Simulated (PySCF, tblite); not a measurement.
# C₅H₇OS radical: geometry, infrared bands and EPR parameters

Aim: predict the infrared bands and EPR parameters of C₅H₇OS radical (`OCC1=CC[CH]S1`).

Programs: tblite 0.8.0 and PySCF 2.14.0, with density-fitted response routines of our own. Each step states its level of theory. These are calculated values for one molecule in the gas phase, unless marked as measured. Atoms are numbered from 0 throughout.

**1. The starting structure**

14 atoms, charge 0, multiplicity 2; geometry from: force field or distance geometry start.

Bonds of the start (Å): O0–C1 1.44, C1–C2 1.48, C2–C3 1.34, C3–C4 1.49, C4–C5 1.49, C5–S6 1.74, S6–C2 1.76, O0–H7 0.98, C1–H8 1.10, C1–H9 1.08, C3–H10 1.09, C4–H11 1.09, C4–H12 1.09, C5–H13 1.07.

**2. Relaxing the molecule with GFN2-xTB**

Job settings and geometry (Å):

```
{"job": {"kind": "relax", "xc": "GFN2-xTB", "basis": "xTB"}, "charge": 0, "multiplicity": 2}
O      2.633300     0.029100     0.952100
C      1.936800    -0.352600    -0.243200
C      0.499000    -0.000700    -0.137100
C     -0.535200    -0.858300    -0.159200
C     -1.892700    -0.251500    -0.039000
C     -1.666500     1.219900     0.031400
S      0.010000     1.687200    -0.020100
H      2.293000     0.920100     1.190900
H      2.086300    -1.438500    -0.360500
H      2.408300     0.142000    -1.081900
H     -0.409100    -1.940100    -0.221900
H     -2.412000    -0.610000     0.851100
H     -2.499200    -0.494700    -0.915800
H     -2.452700     1.947500     0.116000
```

Command:

```sh
OMP_NUM_THREADS=1 python probes_run.py task.json out
```

The driver reads the jobs from task.json and runs them one after another.

**Question.** This job is followed by: GFN2-xTB harmonic vibrations, gas phase; UKS B3LYP, pcH-1 on C H O S, non-relativistic, mean-field spin-orbit, GIAO. What will the session give for the following? strongest single infrared mode (GFN2-xTB); zero-point energy (GFN2-xTB); g(iso) (B3LYP); ⟨S²⟩; largest a(iso) (averaged by class); surface potential, 1st and 99th percentile.

The runs gave:

```
                                 quantity                      value
strongest single infrared mode (GFN2-xTB)       371 cm⁻¹, 162 km/mol
             zero-point energy (GFN2-xTB)              65.7 kcal/mol
                           g(iso) (B3LYP)                    2.00412
                                     ⟨S²⟩         0.755 (exact 0.75)
       largest a(iso) (averaged by class)  1H on H11, H12, 142.3 MHz
    surface potential, 1st and 99th percentile         -1.58 V and 1.82 V
```

What this shows: The optimisation took 40 steps and gained 0.089 eV; among the close pairs (by a distance rule), C5–S6 changed most, from 1.741 to 1.707 Å. No mode is imaginary among the 36: a minimum at this level. The strongest single mode, at 371 cm⁻¹, moves mainly H7. GFN2-xTB is a fitted tight-binding method: band positions and strengths are rough. Its intensities can rank the bands wrongly. C5 carries the largest spin population, 0.83 e. The isotropic g lies 1.8 ppt above the free-electron value.
